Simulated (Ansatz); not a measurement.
# GaH2, SMILES [GaH2]: a test of scalar relativity

Program: the Ansatz DFT code, driven from Python.

At the Python prompt:
```pycon
>>> import ansatz as az
>>> from ase import Atoms
>>> import numpy as np
>>> atoms = Atoms(["Ga", "H", "H"], positions=[
...     (-0.1194, 0.0434, -0.069),
...     (0.5453, 1.1685, 0.4281),
...     (-0.4368, -1.2767, -0.3723),
... ])
>>> mol = az.Crystal.molecule_from_ase(atoms)
>>> job = (
...     mol.calculation()
...     .functional("pbe0")
...     .spin("collinear", total=1)
...     .scf(lower_state_search="standard")
...     .forces()
... )
>>> # a set contracted for a scalar-relativistic Hamiltonian goes with the relativistic run
>>> sets = {"none": "cc-pVTZ", "scalar": "cc-pVTZ-DK"}
>>> found = {kind: job.basis(gaussian=basis).pseudopotentials(relativity=kind).run().report for kind, basis in sets.items()}
>>> for kind, each in found.items():
...     dipole = 4.803205 * np.linalg.norm(each["charge_distribution"]["dipole_moment_e_ang"])
...     print(f"{kind:7s} E = {each['free_energy_ev']:.4f} eV  dipole {dipole:.3f} D  largest force component {np.abs(each['forces_ev_ang']).max():.4f} eV/A")
...
none    E = -52401.8407 eV  dipole 0.779 D  largest force component 3.1244 eV/A
scalar  E = -52918.6288 eV  dipole 0.760 D  largest force component 2.8832 eV/A
>>> print(f"relativity lowers the total energy by {found['none']['free_energy_ev'] - found['scalar']['free_energy_ev']:.3f} eV")
relativity lowers the total energy by 516.788 eV
```

The total moves by -516.8 eV, nearly all in the cores, and the dipole from 0.78 to 0.76 D.

Caveats:
- These settings explore the input space; basis and method may be short of convergence.
- The geometry is a force-field or estimated start, not a minimum of this method. The basis set changes with the Hamiltonian (a set recontracted for scalar relativity), and most of the change in the total lies in the cores.
- The species is open-shell (spin multiplicity 2).
- Wall time of the script: 7 s on 1 thread of Arm Neoverse V1 (shared host), peak memory 0.19 GiB.
